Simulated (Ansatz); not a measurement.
Ta3AsAu2O13:

```
Ta As Au O
1.0
     5.72385   -0.00745   -0.00403
     1.30279    6.25499    0.00561
     0.27574    1.30074    8.36754
Ta As Au O
3 1 2 13
Direct
  0.21713 0.30521 0.58431
  0.03325 0.11123 0.99855
  0.58248 0.62145 0.50482
  0.58707 0.89691 0.83049
  0.58004 0.09228 0.18613
  0.04485 0.82077 0.44682
  0.66201 0.69726 0.71088
  0.51632 0.13418 0.69625
  0.85098 0.88773 0.91932
  0.34466 0.87003 0.94651
  0.73015 0.29240 0.03095
  0.24622 0.21809 0.11075
  0.12900 0.09398 0.49104
  0.48032 0.38887 0.43499
  0.05966 0.26685 0.78594
  0.93330 0.53240 0.45645
  0.49975 0.85161 0.34971
  0.25256 0.62988 0.62473
  0.91878 0.95175 0.22636
```

The cell was built by a generator and needn't be a form met in nature.

Base run:

| Item | Value |
| --- | --- |
| Program | Ansatz 0.2.0 |
| Functional | PBE |
| Potentials or basis | Ansatz PAW |
| Cutoff | 420 eV (not typed: the program's choice for these potentials) |
| k mesh | 5 × 5 × 4 |
| Occupations | fermi-dirac, width 0.05 eV |
| Spin | no spin polarisation |
| Hubbard terms | Au d U = 6 eV, Ta d U = 6 eV |

Its results: band gap on the k mesh 1.45 eV, direct; pressure 2.3 GPa; largest force 0.354 eV/Å.

Task: The run is repeated on the same cell with these changes: hubbard terms from Au d U = 6 eV, Ta d U = 6 eV to none; hubbard projectors from ortho-atomic (the default) to none. What comes out?

Result: Band gap on the k mesh 1.30 eV, indirect (least direct gap 1.36 eV); pressure 0.0 GPa; largest force 0.012 eV/Å.

The U term pushes filled and empty states of the shell apart.

Caveats: odd divisions of the mesh miss points on the zone boundary, where band edges often lie, so the gap on the mesh can be too wide; spin-orbit coupling is left out, which moves the levels of the heavy elements.

A k mesh can miss the band edges.
